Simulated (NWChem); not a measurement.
# C3H7I (1-iodopropane) at 4 levels

Aim: a comparison of 4 runs (BLYP/def2-SVP, PBE/def2-SVP, SVWN5/def2-SVP, CCSD(T)/def2-SVP) of C3H7I (1-iodopropane). 

The results are computed with NWChem 7.3.0.

### Step 1. The system as given

C3H7I has 11 atoms, charge 0, and is taken as a singlet. As SMILES, `CCCI`. The C3–H11 distance was set to 1.414 Å, away from the relaxed value.

Bond lengths: C1–C2 1.517 Å, C2–C3 1.510 Å, C3–I4 2.153 Å, C1–H5 1.092 Å, C1–H6 1.092 Å, C1–H7 1.094 Å, C2–H8 1.094 Å, C2–H9 1.098 Å, C3–H10 1.089 Å. Some angles: C1–C2–C3 114.5°, C2–C3–I4 113.1°, C1–C2–H8 110.4°, C1–C2–H9 109.5°, C3–C2–H8 109.5°, C3–C2–H9 106.4°, C2–C1–H5 110.9°, C2–C1–H6 111.1°, C2–C1–H7 111.1°, C2–C3–H10 112.4°. A long bond or contact: C3–H11 1.414 Å.

### Step 2. The energy at BLYP/def2-SVP (core potential) (run 1)

The input, run.py:

```python
from ase import Atoms
from ase.calculators.nwchem import NWChem

molecule = Atoms(['C', 'C', 'C', 'I', 'H', 'H', 'H', 'H', 'H', 'H', 'H'], positions=[
    [-0.228854, 1.591741, -0.032066],
    [0.159946, 0.196141, -0.480966],
    [0.029746, -0.863259, 0.587634],
    [-2.006854, -1.205859, 1.195634],
    [-0.066454, 2.317041, -0.831566],
    [-1.282454, 1.634441, 0.252234],
    [0.363346, 1.906641, 0.831634],
    [-0.421754, -0.096959, -1.359666],
    [1.212646, 0.192341, -0.793666],
    [0.550646, -0.593159, 1.505234],
    [0.478900, -2.129600, 0.148100],
])

calc = NWChem(
    label='m1',
    theory='dft',
    memory='2200 mb',
    basis='def2-SVP',
    basispar='spherical bse',
    dft={'xc': 'becke88 lyp', 'mult': '1', 'grid': 'fine', 'convergence': 'energy 1e-08', 'iterations': '100', 'mulliken': None},
    task='energy',
    **{'ecp bse': {'I library': 'def2-SVP'}},
)
molecule.calc = calc

print("Total energy (eV):", round(molecule.get_potential_energy(), 6))
print("dipole (e A):", molecule.get_dipole_moment().round(4))
```

On the command line:

```console
export ASE_NWCHEM_COMMAND="nwchem PREFIX.nwi > PREFIX.nwo"
python run.py
```

What it wrote:

```text
Total energy (eV): -11319.202965
dipole (e A): [ 0.3019  0.1479 -0.1302]
```

The calculator wrote m1.nwi:

```
title "m1"

permanent_dir m1

scratch_dir m1

start m1

geometry units angstrom nocenter noautosym noautoz
  C  -2.2885400000000000e-01 1.5917410000000001e+00 -3.2065999999999997e-02
  C  1.5994600000000000e-01 1.9614100000000001e-01 -4.8096600000000000e-01
  C  2.9746000000000002e-02 -8.6325900000000000e-01 5.8763399999999999e-01
  I  -2.0068540000000001e+00 -1.2058590000000000e+00 1.1956340000000001e+00
  H  -6.6453999999999999e-02 2.3170410000000001e+00 -8.3156600000000003e-01
  H  -1.2824540000000000e+00 1.6344410000000000e+00 2.5223400000000001e-01
  H  3.6334600000000000e-01 1.9066410000000000e+00 8.3163399999999998e-01
  H  -4.2175400000000002e-01 -9.6959000000000004e-02 -1.3596660000000000e+00
  H  1.2126459999999999e+00 1.9234100000000001e-01 -7.9366599999999998e-01
  H  5.5064599999999997e-01 -5.9315899999999999e-01 1.5052340000000000e+00
  H  4.7889999999999999e-01 -2.1295999999999999e+00 1.4810000000000001e-01
end

memory 2200 mb

basis spherical bse noprint
   * library def2-SVP
end

dft
  xc becke88 lyp
  mult 1
  grid fine
  convergence energy 1e-08
  iterations 100
  mulliken
end
ecp bse
  I library def2-SVP
end

task dft energy
```

m1.nwo:

```text
Northwest Computational Chemistry Package (NWChem) 7.3.0
             --------------------------------------------------------

           Job information
           ---------------

    nwchem branch   = 7.3.0
    use scalapack   = T
    input           = m1.nwi
    prefix          = m1.
    data base       = m1/m1.db
    status          = startup
    nproc           =        1

           Memory information
           ------------------

[... 5 lines left out ...]
    hardfail = no
[... 129 lines left out ...]
          Convergence on energy requested:  1.00D-08
[... 22 lines left out ...]
          Convergence Information
[... 30 lines left out ...]
 1-e energy   =   -1045.164085
[... 63 lines left out ...]
      One electron energy =    -1049.063726181418
[... 8 lines left out ...]
                       DFT Final Molecular Orbital Analysis
[... 771 lines left out ...]
     Multipole analysis of the density
     ---------------------------------

     L   x y z        total         alpha         beta         nuclear
     -   - - -        -----         -----         ----         -------
     0   0 0 0     -0.000000    -25.000000    -25.000000     50.000000

     1   1 0 0      0.570593     47.123521     47.123521    -93.676450
[... 8 lines of this table left out ...]
     2   0 0 2    -36.094197    -99.141572    -99.141572    162.188947

 Task  times  cpu:       27.0s     wall:       27.0s
 Total times  cpu:       27.1s     wall:       27.1s
```

Run time: 28 s. Hardware: 1 thread of Intel Xeon Platinum 8488C (Sapphire Rapids), shared host; peak memory 0.12 GiB.

### Step 3. A single-point energy at PBE/def2-SVP (core potential) (run 2)

The input, calc.xyz:

```xyz
11

C     -0.228854     1.591741    -0.032066
C      0.159946     0.196141    -0.480966
C      0.029746    -0.863259     0.587634
I     -2.006854    -1.205859     1.195634
H     -0.066454     2.317041    -0.831566
H     -1.282454     1.634441     0.252234
H      0.363346     1.906641     0.831634
H     -0.421754    -0.096959    -1.359666
H      1.212646     0.192341    -0.793666
H      0.550646    -0.593159     1.505234
H      0.478900    -2.129600     0.148100
```

The input, run.py:

```python
from ase.io import read
from ase.calculators.nwchem import NWChem

molecule = read('calc.xyz')

calc = NWChem(
    label='calc',
    theory='dft',
    memory='2200 mb',
    basis='def2-SVP',
    basispar='spherical bse',
    dft={'xc': 'xpbe96 cpbe96', 'mult': '1', 'grid': 'fine', 'convergence': 'energy 1e-08', 'iterations': '100', 'mulliken': None},
    task='energy',
    **{'ecp bse': {'I library': 'def2-SVP'}},
)
molecule.calc = calc

print("Total energy (eV):", round(molecule.get_potential_energy(), 6))
print("dipole (e A):", molecule.get_dipole_moment().round(4))
```

On the command line:

```console
export ASE_NWCHEM_COMMAND="nwchem PREFIX.nwi > PREFIX.nwo"
python run.py
```

What it wrote:

```text
Total energy (eV): -11317.999053
dipole (e A): [ 0.3172  0.1479 -0.1394]
```

The calculator wrote calc.nwi:

```
title "calc"

permanent_dir calc

scratch_dir calc

start calc

geometry units angstrom nocenter noautosym noautoz
  C  -2.2885400000000000e-01 1.5917410000000001e+00 -3.2065999999999997e-02
  C  1.5994600000000000e-01 1.9614100000000001e-01 -4.8096600000000000e-01
  C  2.9746000000000002e-02 -8.6325900000000000e-01 5.8763399999999999e-01
  I  -2.0068540000000001e+00 -1.2058590000000000e+00 1.1956340000000001e+00
  H  -6.6453999999999999e-02 2.3170410000000001e+00 -8.3156600000000003e-01
  H  -1.2824540000000000e+00 1.6344410000000000e+00 2.5223400000000001e-01
  H  3.6334600000000000e-01 1.9066410000000000e+00 8.3163399999999998e-01
  H  -4.2175400000000002e-01 -9.6959000000000004e-02 -1.3596660000000000e+00
  H  1.2126459999999999e+00 1.9234100000000001e-01 -7.9366599999999998e-01
  H  5.5064599999999997e-01 -5.9315899999999999e-01 1.5052340000000000e+00
  H  4.7889999999999999e-01 -2.1295999999999999e+00 1.4810000000000001e-01
end

memory 2200 mb

basis spherical bse noprint
   * library def2-SVP
end

dft
  xc xpbe96 cpbe96
  mult 1
  grid fine
  convergence energy 1e-08
  iterations 100
  mulliken
end
ecp bse
  I library def2-SVP
end

task dft energy
```

calc.nwo:

```text
Northwest Computational Chemistry Package (NWChem) 7.3.0
             --------------------------------------------------------

           Job information
           ---------------

    nwchem branch   = 7.3.0
    use scalapack   = T
    input           = calc.nwi
    prefix          = calc.
    data base       = calc/calc.db
    status          = startup
    nproc           =        1

           Memory information
           ------------------

[... 5 lines left out ...]
    hardfail = no
[... 131 lines left out ...]
          Convergence on energy requested:  1.00D-08
[... 23 lines left out ...]
          Convergence Information
[... 30 lines left out ...]
 1-e energy   =   -1045.164085
[... 63 lines left out ...]
      One electron energy =    -1049.091001828592
[... 8 lines left out ...]
                       DFT Final Molecular Orbital Analysis
[... 771 lines left out ...]
     Multipole analysis of the density
     ---------------------------------

     L   x y z        total         alpha         beta         nuclear
     -   - - -        -----         -----         ----         -------
     0   0 0 0     -0.000000    -25.000000    -25.000000     50.000000

     1   1 0 0      0.599463     47.137957     47.137957    -93.676450
[... 8 lines of this table left out ...]
     2   0 0 2    -35.994843    -99.091895    -99.091895    162.188947

 Task  times  cpu:       27.2s     wall:       27.2s
 Total times  cpu:       27.2s     wall:       27.2s
```

It took 28 s on 1 thread of Intel Xeon Platinum 8488C (Sapphire Rapids), shared host; peak memory 0.12 GiB.

Run 3 isn't shown in full; the table further down has it.

### Step 4. The energy at CCSD(T)/def2-SVP (core potential) (run 4)

The input, c3h7i.nw:

```
start c3h7i
title "C3H7I"
memory 2200 mb

geometry units angstrom noautosym nocenter noautoz
  C       -0.228854       1.591741      -0.032066
  C        0.159946       0.196141      -0.480966
  C        0.029746      -0.863259       0.587634
  I       -2.006854      -1.205859       1.195634
  H       -0.066454       2.317041      -0.831566
  H       -1.282454       1.634441       0.252234
  H        0.363346       1.906641       0.831634
  H       -0.421754      -0.096959      -1.359666
  H        1.212646       0.192341      -0.793666
  H        0.550646      -0.593159       1.505234
  H        0.478900      -2.129600       0.148100
end

basis spherical bse
  C library def2-SVP
  I library def2-SVP
  H library def2-SVP
end

ecp bse
  I library def2-SVP
end

scf
  thresh 1e-08
  maxiter 80
end

ccsd
  freeze core 7
  maxiter 60
end

task ccsd(t) energy
```

On the command line:

```console
nwchem c3h7i.nw > c3h7i.out
```

What it wrote:

```text
[...]
  functions       =   103
[...]
  wavefunction    = RHF
[...]
         Total SCF energy =   -414.204919253252
      One-electron energy =  -1048.364097288817
      Two-electron energy =    446.496197802126
 Nuclear repulsion energy =    187.662980233439
        Time for solution =     22.2s
[...]
 Total MP2 energy:           -414.768169213418275
[...]
             energy      energy      error      ampl     ampl      Block
                                                time     time      time
[...]
 Total CCSD energy:           -414.817823235619358
[...]
 Total CCSD+T(CCSD) energy:           -414.836928599384066
[...]
 Total CCSD(T) energy:                -414.836305468692274
[...]
```

It took 5.3 min on 1 thread of Intel Xeon Platinum 8488C (Sapphire Rapids), shared host; peak memory 0.43 GiB.

### Step 5. The series

```csv
run,level,integration grid,iteration cap,energy (Eh),dipole moment (D),HOMO energy (eV),LUMO energy (eV),wall time
1,BLYP/def2-SVP (core potential),fine,100,-415.973040,1.73,-5.64,-1.35,28 s
2,PBE/def2-SVP (core potential),fine,100,-415.928797,1.81,-5.84,-1.48,28 s
3,SVWN5/def2-SVP (core potential),fine,100,-414.571586,1.88,-5.96,-1.65,19 s
4,CCSD(T)/def2-SVP (core potential),–,80,-414.836305,–,-9.56,2.98,5.3 min
```

### Step 6. Summary of results

```
                                          quantity          value
                               run 4: total energy  -414.83631 Eh
        run 4: HOMO energy (Hartree–Fock orbitals)       -9.56 eV
        run 4: LUMO energy (Hartree–Fock orbitals)        2.98 eV
      run 4: HOMO–LUMO gap (Hartree–Fock orbitals)       12.54 eV
run 4: correlation energy (7 core orbitals frozen)     -631.4 mEh
                             run 4: (T) correction     -18.48 mEh
```

**Reading.** Over runs 1, 2, 3 the dipole moment (its size) runs from 1.73 D (BLYP/def2-SVP) to 1.88 D (SVWN5/def2-SVP). Over runs 1, 2, 3 the HOMO–LUMO gap runs from 4.29 eV (BLYP/def2-SVP) to 4.36 eV (PBE/def2-SVP). Totals of different functionals can't be ranked against each other. All runs together took 6.6 min, the longest 5.3 min.
